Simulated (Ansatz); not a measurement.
# CH₅FN₂OSi: small, medium and large basis sets

The task here is to estimate one member of a computed series from the others.

Program: Ansatz 0.2.0, Gaussian basis. Level of theory: one geometry, several basis sets. These are calculated values, not measurements.

The runs, in order: PBE0-D4/def2-SVP; ωB97M-V/def2-SVP; PBE0-D4/def2-QZVPP; ωB97M-V/def2-QZVPP; the functionals' def2-TZVPP values are taken from earlier runs.

## Structure used throughout

All runs share one geometry, relaxed beforehand with PBE0-D4 in a triple-zeta def2 set.

SMILES `N=C[Si](N)(O)F`, 11 atoms, charge 0, spin multiplicity 1.

Atoms are counted from 1 here; the program's logs count them from 0.

Bond lengths: N1–C2 1.273 Å, N1–H7 1.021 Å, C2–Si3 1.885 Å, C2–H8 1.099 Å, Si3–N4 1.687 Å, Si3–O5 1.622 Å, Si3–F6 1.596 Å, N4–H9 1.005 Å, N4–H10 1.005 Å, O5–H11 0.968 Å. Angles: C2–N1–H7 112.7°, N1–C2–Si3 115.4°, N1–C2–H8 121.8°, Si3–C2–H8 122.8°, C2–Si3–N4 116.7°, C2–Si3–O5 103.9°, C2–Si3–F6 105.4°, N4–Si3–O5 110.8°, N4–Si3–F6 106.0°, O5–Si3–F6 114.3°, Si3–N4–H9 122.0°, Si3–N4–H10 123.1°, H9–N4–H10 113.3°, Si3–O5–H11 110.4°.

Set-up of the first run:

Contents of in.yaml:

```yaml
crystal:
  periodic: [false, false, false]
  atoms:
    - {symbol: N, position_ang: [0.007319, -1.235786, -1.699621]}
    - {symbol: C, position_ang: [0.734896, -0.734203, -0.783530]}
    - {symbol: Si, position_ang: [-0.058870, 0.657138, 0.209726]}
    - {symbol: N, position_ang: [-0.118537, 0.453597, 1.883226]}
    - {symbol: O, position_ang: [-1.553556, 0.774541, -0.410219]}
    - {symbol: F, position_ang: [0.860093, 1.936953, -0.044165]}
    - {symbol: H, position_ang: [0.477222, -1.984327, -2.211736]}
    - {symbol: H, position_ang: [1.755258, -1.095243, -0.591969]}
    - {symbol: H, position_ang: [-0.922845, 0.066953, 2.344630]}
    - {symbol: H, position_ang: [0.525826, 0.897470, 2.513157]}
    - {symbol: H, position_ang: [-1.641507, 0.205907, -1.188798]}
basis:
  gaussian: {orbitals: def2-SVP}
hamiltonian: {xc: pbe0, dispersion: d4}
output: {orbitals: {seedname: orbitals}}
```

Run with:

```sh
> ansatz run in.yaml --threads 4 --pin off --events-out ev --progress --plain --max-ram 10444MiB
```

Steps of the session up to this table: PBE0-D4 in def2-SVP; ωB97M-V in def2-SVP; PBE0-D4 in def2-QZVPP; ωB97M-V in def2-QZVPP.

One table of the session follows, with a row left open; its other results are not shown here.

It belongs to the step «Density functionals: the series». 

| functional | basis | HOMO (eV) |
| --- | --- | --- |
| PBE0-D4 | def2-SVP | -7.29 |
| PBE0-D4 | def2-TZVPP | -7.55 |
| PBE0-D4 | def2-QZVPP | -7.60 |
| ωB97M-V | def2-SVP | ? |
| ωB97M-V | def2-TZVPP | -9.88 |
| ωB97M-V | def2-QZVPP | -9.93 |

Estimate the missing values for ωB97M-V, def2-SVP.

As computed: HOMO (eV): -9.60. In the column «HOMO (eV)» it lies between ωB97M-V, def2-TZVPP (-9.88) and PBE0-D4, def2-QZVPP (-7.60).
